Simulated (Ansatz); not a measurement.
Predict the output of the script below (Ansatz 0.2.0 through its Python package).

Contents of `mgzn2.cif`:
```cif
data_MgZn2
_cell_length_a 2.986764
_cell_length_b 2.986764
_cell_length_c 13.526458
_cell_angle_alpha 90.00000
_cell_angle_beta 90.00000
_cell_angle_gamma 120.00000
_symmetry_space_group_name_H-M 'P 1'
_symmetry_Int_Tables_number 1
loop_
_symmetry_equiv_pos_as_xyz
'x, y, z'
loop_
_atom_site_label
_atom_site_type_symbol
_atom_site_fract_x
_atom_site_fract_y
_atom_site_fract_z
Mg1 Mg    0.666667    0.333333    0.250000
Mg2 Mg    0.333333    0.666667    0.750000
Zn3 Zn    0.333333    0.666667    0.422991
Zn4 Zn    0.333333    0.666667    0.077009
Zn5 Zn    0.666667    0.333333    0.922991
Zn6 Zn    0.666667    0.333333    0.577009
```

The script, `mgzn2.py`:
```python
import warnings

import ansatz as az
from ase.io import read

warnings.simplefilter("ignore", az.DeckWarning)

atoms = read("mgzn2.cif")
cell = az.Crystal.from_ase(atoms)

base = (
    cell.calculation()
    .functional("LDA")
    .basis(20 * az.Ha)
    .accuracy("medium")
    .kpoints(9, 9, 2)
    .occupations(az.OccupationsMethod.FERMI_DIRAC, width=0.1)
    .mixing("anderson", ndim=12, beta=0.6)
    .band_table()
)
typed = base.input()
rows = []
for value in [0.0001, 1e-06, 1e-08]:
    edited = typed.set(az.key.scf.convergence.dr2_threshold, value)
    report = az.Session.from_dict(edited).plan().execute().report
    rows.append((value, report["free_energy_ev"], report["n_iterations"], len(report["eigenvalues_ev"][0]) if "eigenvalues_ev" in report else 0))
print("  threshold eV            F eV      iterations    bands listed")
for row in rows:
    print(f"{str(row[0]):>14s}  {row[1]:14.5f}  {row[2]:14d}  {row[3]:14d}")
```

```console
$ python mgzn2.py
  threshold eV            F eV      iterations    bands listed
        0.0001    -16787.82392               6              41
         1e-06    -16787.82393               7              41
         1e-08    -16787.82393              10              41
```

What to keep in mind:
- These settings explore the input space; cutoff and mesh may be short of convergence.
- The mesh is modest for a metal, so energies can be off by several to tens of meV an atom and pressures by half a GPa or more; differences at equal mesh fare better.
- This cell is a computed structure, which may not be the phase found in nature.
- The script silences the warnings on its input, which a real study should read.
- Timing: 20 s on 1 thread of Arm Neoverse V2, on a shared host, peak memory 0.53 GiB.
